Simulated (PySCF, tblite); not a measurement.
# C8H9B: a rotation path, then NMR shifts on frames, part 2 of 2

tblite 0.8.0 and PySCF 2.14.0. Atoms count from 0. The steps go on from the part before.

**5. NMR shieldings: image 4, PBE0/pcSseg-1**

Job settings and geometry (Å):

```
{"job": {"kind": "nmr", "xc": "PBE0", "basis": "pcSseg-1", "pop": false}, "charge": 0, "multiplicity": 1}
B     -3.459900     0.201100     0.325700
C     -1.985900     0.351600    -0.182700
C     -0.897600    -0.278400     0.679700
C      0.440800     0.367000     0.814200
C      1.580400     1.082300     0.991200
C      2.698400     0.506300     0.354000
C      2.618300    -0.657400    -0.387800
C      1.410300    -1.358800    -0.578400
C      0.359600    -0.789900     0.064500
H     -4.339100     0.536100    -0.369400
H     -3.690700    -0.220400     1.392500
H     -1.899100    -0.033600    -1.204400
H     -1.776300     1.423800    -0.290400
H     -1.272300    -0.820200     1.544100
H      1.667400     1.995600     1.561300
H      3.655500     1.000400     0.443800
H      3.517700    -1.043700    -0.845300
H      1.363500    -2.255400    -1.177700
```

With the program's defaults for keys left out, this is: GIAO PBE0/pcSseg-1 NMR shielding, non-relativistic, gas phase.

Standard output:

```text
coarse grid: 15360 points
cycle   1  E = -334.4411103152  dE =  1.590e+00  |g| = 3.820e-01  |ddm| = 4.186e+00
cycle   2  E = -334.4459865450  dE = -4.876e-03  |g| = 3.801e-01  |ddm| = 9.267e-01
cycle   3  E = -334.4835172173  dE = -3.753e-02  |g| = 3.536e-02  |ddm| = 4.475e-01
cycle   4  E = -334.4836683193  dE = -1.511e-04  |g| = 2.516e-02  |ddm| = 6.640e-02
cycle   5  E = -334.4838153934  dE = -1.471e-04  |g| = 7.902e-03  |ddm| = 3.337e-02
cycle   6  E = -334.4838315921  dE = -1.620e-05  |g| = 2.047e-03  |ddm| = 1.038e-02
cycle   7  E = -334.4838327055  dE = -1.113e-06  |g| = 4.506e-04  |ddm| = 2.740e-03
final grid: 149224 points
cycle   8  E = -334.5369625174  dE = -4.091e-05  |g| = 7.557e-03  |ddm| = 4.980e-02
cycle   9  E = -334.5369623782  dE =  1.393e-07  |g| = 7.774e-03  |ddm| = 1.804e-02
cycle  10  E = -334.5369784602  dE = -1.608e-05  |g| = 9.332e-04  |ddm| = 9.011e-03
cycle  11  E = -334.5369786661  dE = -2.059e-07  |g| = 3.540e-04  |ddm| = 1.378e-03
cycle  12  E = -334.5369786990  dE = -3.291e-08  |g| = 7.320e-05  |ddm| = 4.464e-04
cycle  13  E = -334.5369787003  dE = -1.271e-09  |g| = 2.798e-05  |ddm| = 9.678e-05
cycle  14  E = -334.5369787005  dE = -1.861e-10  |g| = 6.368e-06  |ddm| = 3.454e-05
converged SCF energy = -334.5369787005

GIAO shielding tensors (ppm)
atom      isotropic    diamagn.    paramagn.     s11        s22        s33       span
  0 B        7.657     190.100    -182.444    -73.032    -29.633    125.634    198.666
  1 C      139.263     249.227    -109.964     95.109    153.561    169.119     74.011
  2 C      149.957     250.659    -100.702    122.965    127.171    199.735     76.770
  3 C       45.856     266.088    -220.232   -100.040     12.285    225.323    325.364
  4 C       69.828     253.192    -183.364     -5.891     35.331    180.043    185.933
  5 C       52.893     253.511    -200.618    -48.296     31.599    175.377    223.673
  6 C       53.097     253.594    -200.497    -47.913     31.508    175.697    223.610
  7 C       69.774     252.987    -183.213     -6.280     35.330    180.272    186.552
  8 C       45.741     264.711    -218.970   -100.282     12.180    225.324    325.606
  9 H       23.564      28.013      -4.449     15.933     26.775     27.982     12.049
 10 H       23.190      28.809      -5.619     13.950     27.634     27.987     14.037
 11 H       29.096      30.414      -1.318     23.229     29.758     34.300     11.072
 12 H       29.579      30.121      -0.542     23.657     30.568     34.512     10.855
 13 H       27.297      32.129      -4.833     22.820     24.072     34.997     12.177
 14 H       24.219      31.471      -7.252     20.269     25.696     26.693      6.425
 15 H       24.299      29.311      -5.012     20.911     25.049     26.938      6.026
 16 H       24.314      29.419      -5.104     20.923     25.082     26.938      6.015
 17 H       24.234      31.644      -7.411     20.305     25.661     26.735      6.430
```

Run time: 23 s. Hardware: 1 thread of Arm Neoverse V2, shared host; peak memory 0.88 GiB.

In short: δ C8 141.2, C3 141.1, C5 134.0, C6 133.8, H10 8.53, H9 8.15 ppm.

**6. Nuclear shieldings: image 6, PBE0/pcSseg-1**

Job settings and geometry (Å):

```
{"job": {"kind": "nmr", "xc": "PBE0", "basis": "pcSseg-1", "pop": false}, "charge": 0, "multiplicity": 1}
B     -3.354100     0.504500     0.459100
C     -2.012100     0.153800    -0.272300
C     -0.916500    -0.468200     0.580700
C      0.371900     0.247900     0.806800
C      1.457100     1.019400     1.070800
C      2.629600     0.561100     0.435200
C      2.649800    -0.555000    -0.380200
C      1.497100    -1.317600    -0.657300
C      0.390000    -0.856800    -0.022700
H     -4.275200     0.839600    -0.180100
H     -3.445200     0.442500     1.623500
H     -2.219200    -0.513900    -1.116600
H     -1.621600     1.064700    -0.743100
H     -1.290000    -1.096400     1.386700
H      1.465500     1.897700     1.699500
H      3.548200     1.110100     0.588500
H      3.585800    -0.851300    -0.831700
H      1.530200    -2.175600    -1.311900
```

Level: GIAO PBE0/pcSseg-1 NMR shielding, non-relativistic, gas phase.

Standard output:

```text
coarse grid: 15360 points
cycle   1  E = -334.4431332357  dE =  1.587e+00  |g| = 3.818e-01  |ddm| = 4.188e+00
cycle   2  E = -334.4478189837  dE = -4.686e-03  |g| = 3.809e-01  |ddm| = 9.408e-01
cycle   3  E = -334.4855221945  dE = -3.770e-02  |g| = 3.569e-02  |ddm| = 4.577e-01
cycle   4  E = -334.4856678312  dE = -1.456e-04  |g| = 2.598e-02  |ddm| = 6.718e-02
cycle   5  E = -334.4858254414  dE = -1.576e-04  |g| = 8.036e-03  |ddm| = 3.408e-02
cycle   6  E = -334.4858422983  dE = -1.686e-05  |g| = 2.055e-03  |ddm| = 1.047e-02
cycle   7  E = -334.4858434117  dE = -1.113e-06  |g| = 4.545e-04  |ddm| = 2.776e-03
final grid: 149224 points
cycle   8  E = -334.5387033071  dE = -4.129e-05  |g| = 7.595e-03  |ddm| = 4.874e-02
cycle   9  E = -334.5387028623  dE =  4.448e-07  |g| = 7.879e-03  |ddm| = 1.826e-02
cycle  10  E = -334.5387193548  dE = -1.649e-05  |g| = 9.830e-04  |ddm| = 9.211e-03
cycle  11  E = -334.5387195869  dE = -2.320e-07  |g| = 3.579e-04  |ddm| = 1.411e-03
cycle  12  E = -334.5387196207  dE = -3.379e-08  |g| = 7.070e-05  |ddm| = 4.379e-04
cycle  13  E = -334.5387196218  dE = -1.145e-09  |g| = 2.982e-05  |ddm| = 9.623e-05
cycle  14  E = -334.5387196220  dE = -2.062e-10  |g| = 8.466e-06  |ddm| = 3.867e-05
converged SCF energy = -334.5387196220

GIAO shielding tensors (ppm)
atom      isotropic    diamagn.    paramagn.     s11        s22        s33       span
  0 B        7.485     190.104    -182.619    -72.912    -31.990    127.357    200.269
  1 C      139.863     248.895    -109.031     99.909    156.038    163.644     63.735
  2 C      150.278     250.483    -100.205    118.176    137.300    195.358     77.182
  3 C       44.560     265.126    -220.566   -100.452     11.570    222.561    323.013
  4 C       69.541     253.172    -183.630     -6.489     35.248    179.864    186.353
  5 C       53.073     253.583    -200.511    -47.952     31.810    175.359    223.311
  6 C       53.117     253.686    -200.569    -48.172     31.767    175.758    223.930
  7 C       68.898     253.123    -184.225     -8.679     34.978    180.396    189.075
  8 C       45.409     265.735    -220.327   -100.296     11.739    224.782    325.078
  9 H       23.518      28.072      -4.554     15.871     26.757     27.926     12.055
 10 H       23.170      28.728      -5.558     13.950     27.705     27.855     13.906
 11 H       28.844      29.906      -1.062     23.207     28.822     34.503     11.296
 12 H       30.117      30.426      -0.309     24.941     30.781     34.629      9.688
 13 H       27.372      31.701      -4.329     23.146     24.347     34.623     11.477
 14 H       24.214      31.562      -7.348     20.197     25.756     26.689      6.492
 15 H       24.305      29.412      -5.107     20.894     25.079     26.942      6.048
 16 H       24.308      29.414      -5.106     20.926     25.064     26.936      6.010
 17 H       24.176      31.623      -7.448     20.279     25.628     26.620      6.341
```

It took 23 s on 1 thread of Arm Neoverse V2, shared host; peak memory 0.88 GiB.

Key values: δ C3 142.4, C8 141.5, C5 133.9, C6 133.8, H10 8.55, H9 8.20 ppm.

**7. Shielding tensors: image 8, PBE0/pcSseg-1**

Job settings and geometry (Å):

```
{"job": {"kind": "nmr", "xc": "PBE0", "basis": "pcSseg-1", "pop": false}, "charge": 0, "multiplicity": 1}
B     -3.118700     0.787800     0.481200
C     -2.051100    -0.059300    -0.297700
C     -0.934600    -0.660900     0.536100
C      0.296400     0.128900     0.816400
C      1.319900     0.957600     1.142100
C      2.526700     0.625800     0.494600
C      2.633400    -0.429900    -0.392300
C      1.544300    -1.261300    -0.722300
C      0.402600    -0.927500    -0.069100
H     -3.925100     1.374300    -0.129400
H     -3.129300     0.825500     1.649200
H     -2.577900    -0.874900    -0.809200
H     -1.608700     0.533600    -1.105000
H     -1.282500    -1.341600     1.310700
H      1.256100     1.795300     1.821200
H      3.402100     1.226700     0.696000
H      3.589600    -0.622900    -0.857200
H      1.648200    -2.070900    -1.430200
```

Method: GIAO PBE0/pcSseg-1 NMR shielding, non-relativistic, gas phase.

Standard output:

```text
coarse grid: 15360 points
cycle   1  E = -334.4449781219  dE =  1.590e+00  |g| = 3.830e-01  |ddm| = 4.188e+00
cycle   2  E = -334.4491050417  dE = -4.127e-03  |g| = 3.849e-01  |ddm| = 9.533e-01
cycle   3  E = -334.4876064779  dE = -3.850e-02  |g| = 3.709e-02  |ddm| = 4.778e-01
cycle   4  E = -334.4877395430  dE = -1.331e-04  |g| = 2.849e-02  |ddm| = 6.860e-02
cycle   5  E = -334.4879320220  dE = -1.925e-04  |g| = 8.436e-03  |ddm| = 3.618e-02
cycle   6  E = -334.4879507891  dE = -1.877e-05  |g| = 2.156e-03  |ddm| = 1.095e-02
cycle   7  E = -334.4879519721  dE = -1.183e-06  |g| = 5.030e-04  |ddm| = 2.767e-03
final grid: 149224 points
cycle   8  E = -334.5403227865  dE = -3.984e-05  |g| = 7.464e-03  |ddm| = 4.645e-02
cycle   9  E = -334.5403223786  dE =  4.079e-07  |g| = 7.744e-03  |ddm| = 1.770e-02
cycle  10  E = -334.5403382331  dE = -1.585e-05  |g| = 9.249e-04  |ddm| = 8.964e-03
cycle  11  E = -334.5403384306  dE = -1.975e-07  |g| = 3.667e-04  |ddm| = 1.300e-03
cycle  12  E = -334.5403384659  dE = -3.533e-08  |g| = 7.492e-05  |ddm| = 4.336e-04
cycle  13  E = -334.5403384672  dE = -1.264e-09  |g| = 3.236e-05  |ddm| = 9.976e-05
cycle  14  E = -334.5403384674  dE = -2.437e-10  |g| = 9.465e-06  |ddm| = 4.414e-05
converged SCF energy = -334.5403384674

GIAO shielding tensors (ppm)
atom      isotropic    diamagn.    paramagn.     s11        s22        s33       span
  0 B        7.472     190.369    -182.898    -72.994    -33.215    128.624    201.619
  1 C      139.792     249.217    -109.425    107.336    145.049    166.992     59.656
  2 C      149.634     250.483    -100.849    113.887    142.058    192.957     79.070
  3 C       44.985     265.197    -220.212   -100.524     12.299    223.180    323.704
  4 C       68.951     253.016    -184.065     -8.729     35.324    180.258    188.987
  5 C       53.257     253.789    -200.531    -47.779     32.009    175.542    223.322
  6 C       53.073     253.674    -200.601    -48.217     31.867    175.569    223.787
  7 C       68.694     253.424    -184.729     -8.892     34.816    180.160    189.052
  8 C       45.019     266.480    -221.461   -100.050     10.416    224.691    324.741
  9 H       23.511      28.370      -4.859     15.781     26.859     27.894     12.113
 10 H       23.169      28.890      -5.721     13.756     27.307     28.445     14.689
 11 H       29.095      29.114      -0.019     24.310     28.048     34.928     10.617
 12 H       29.980      30.746      -0.766     25.842     29.429     34.670      8.828
 13 H       27.316      31.221      -3.906     23.564     24.180     34.203     10.638
 14 H       24.233      31.745      -7.513     20.191     25.831     26.676      6.486
 15 H       24.347      29.605      -5.258     20.914     25.127     27.000      6.085
 16 H       24.325      29.496      -5.171     20.944     25.080     26.952      6.007
 17 H       24.172      31.519      -7.348     20.279     25.652     26.584      6.305
```

Wall time 23 s (1 thread of Arm Neoverse V2, shared host); peak memory 0.88 GiB.

In short: δ C3 141.9, C8 141.9, C6 133.9, C5 133.7, H10 8.55, H9 8.21 ppm.

**8. Side by side: NMR shifts**

Shifts (ppm) of some atoms, chosen among heavy atoms and hydrogens apart, with basis size and wall time:

```
  frame     C8     C3     C4     C7    C2   H12   H11  functions  time
image 0  142.1  141.6  118.3  117.9  37.3  2.51  1.83        198  23 s
image 2  142.5  140.8  117.9  117.2  37.7  2.39  2.12        198  23 s
image 4  141.2  141.1  117.1  117.2  37.0  2.14  2.62        198  23 s
image 6  141.5  142.4  117.4  118.0  36.6  1.60  2.87        198  23 s
image 8  141.9  141.9  118.0  118.2  37.3  1.74  2.62        198  23 s
```

**9. Results**

This closing draws on all 2 parts.

| quantity | value |
| --- | --- |
| barrier | 0.066 eV (1.5 kcal/mol) at image 4 |
| end to end (GFN2-xTB) | 0.001 eV |
| 13C shifts against TMS (PBE0/pcSseg-1, image 0) | 142.1, 141.6, 133.9, 133.6, 118.3, 117.9, 47.3, 37.3 ppm |
| 1H shifts against TMS (PBE0/pcSseg-1, image 0) | 8.53, 8.20, 7.55, 7.47, 7.39, 7.37, 4.41, 2.51, 1.83 ppm |
| 11B shifts against BF3·OEt2 (PBE0/pcSseg-1, image 0) | 92.3 ppm |
| range of the shift of C3 | 140.8 to 142.4 ppm |

Along the band the dihedral turns by 116°, and the top (dihedral 150°) lies 1.5 kcal/mol above the start (GFN2-xTB, rough), so at room temperature this motion is fast. The top was not checked by a frequency run. Shifts at one fixed geometry are not the observed spectrum, which averages over the motion. NICS(1)zz of -28 ppm above the planar ring from C3 marks a diatropic (aromatic) ring current. In ppm, C3 moves most: its shift spreads over 1.6 ppm, from 140.8 (image 2) to 142.4 (image 6).
